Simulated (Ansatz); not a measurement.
# NaAl2O3: the cost of one run

Program: Ansatz 0.2.0. Level of theory: DFT PBE, scalar-relativistic, plane waves, PAW, unless a step names another level. These are calculated values, not measurements.

3 further runs of the same task are left out: 2 that didn't finish, 1 set aside as unsound or not needed. Runs told in other sessions of the task aren't counted.

## (1) Starting point

Symmetry: P1, No. 1, triclinic system. Conventional cell: a = 3.009 Å, b = 5.088 Å, c = 12.302 Å, α = 87.56°, β = 83.85°, γ = 89.99°. Na (site symmetry 1) is surrounded by 3 O at 2.51 to 2.67 Å. Na (site symmetry 1) has 2 Na at 3.01 Å in its first shell of neighbours. Al (site symmetry 1) has 4 O at 1.77 to 1.80 Å in its first shell of neighbours. Al (site symmetry 1) has 4 O at 1.78 to 1.80 Å in its first shell of neighbours. Around Al (site symmetry 1) lie 6 O at 1.89 to 2.08 Å. Al (site symmetry 1) is surrounded by 6 O at 1.87 to 2.10 Å. O (site symmetry 1) has 4 Al at 1.78 to 2.10 Å in its first shell of neighbours. O (site symmetry 1) is surrounded by 4 Al at 1.77 to 2.08 Å. Only part of the 12 independent sites is listed.

Structure file:

```
CELL_PARAMETERS angstrom
3.00815 0.00337 -0.05334
-0.00560 5.08744 -0.03592
-1.10152 -0.43862 12.24464
ATOMIC_POSITIONS crystal
Na 0.38097 0.61041 0.15096
Na 0.78007 0.08838 0.95655
Al 0.59066 0.62478 0.61872
Al 0.09039 0.12482 0.61781
Al 0.98690 0.77365 0.38209
Al 0.48435 0.26958 0.37585
O 0.02629 0.11037 0.47255
O 0.52688 0.60565 0.47367
O 0.45749 0.92526 0.31514
O 0.95614 0.43522 0.31177
O 0.10984 0.46546 0.66240
O 0.61002 0.96641 0.66248
```

It came out lowest among 28 distinct ends of the trial cells. At a tolerance of 0.05 Å it has space group P1 (No. 1).

## (2) Tight relaxation for the response runs, on the response runs' mesh and smearing

Contents of input.yaml:

```yaml
crystal:
  lattice:
    - [3.0081546909, 0.0033699541, -0.0533410603]
    - [-0.0056005658, 5.0874408228, -0.03592382]
    - [-1.101516493, -0.4386242466, 12.2446434233]
  atoms:
    - { symbol: Na, position: [0.3809704559, 0.6104140005, 0.1509623666] }
    - { symbol: Na, position: [0.7800703111, 0.0883838514, 0.9565522706] }
    - { symbol: Al, position: [0.5906550823, 0.6247832908, 0.6187160576] }
    - { symbol: Al, position: [0.0903904095, 0.1248216685, 0.6178144101] }
    - { symbol: Al, position: [0.9868967686, 0.7736486396, 0.3820917212] }
    - { symbol: Al, position: [0.4843536091, 0.2695798519, 0.3758520745] }
    - { symbol: O, position: [0.0262906077, 0.1103663338, 0.4725463144] }
    - { symbol: O, position: [0.526882169, 0.6056545167, 0.4736745521] }
    - { symbol: O, position: [0.4574920622, 0.9252625639, 0.3151440787] }
    - { symbol: O, position: [0.9561418899, 0.4352214083, 0.3117699848] }
    - { symbol: O, position: [0.109837151, 0.4654573145, 0.662397652] }
    - { symbol: O, position: [0.6100194834, 0.9664065602, 0.6624785171] }
basis:
  ecutwfc: 420
kpoints:
  mp_grid: { grid: [10, 6, 4] }
hamiltonian:
  xc: pbe
scf:
  occupations: { method: gaussian, width: 0.1 }
output:
  forces: true
  stress: true
  eigenvalues: true
relax:
  adjacent_minimum: "off"
  f_tol: 0.001
  max_steps: 60
  cell: { stress_tol: 0.01 }
```

Launch:

```console
$ ansatz run input.yaml --threads 3 --pin off --max-ram 7680MiB --backend cpu --events-out ev --progress --plain --runs-dir out
```

What time and memory should one allow on 3 threads of Intel Xeon 6975P-C (Granite Rapids), shared host?

About 4.5 min, with a peak of 1.1 GiB.
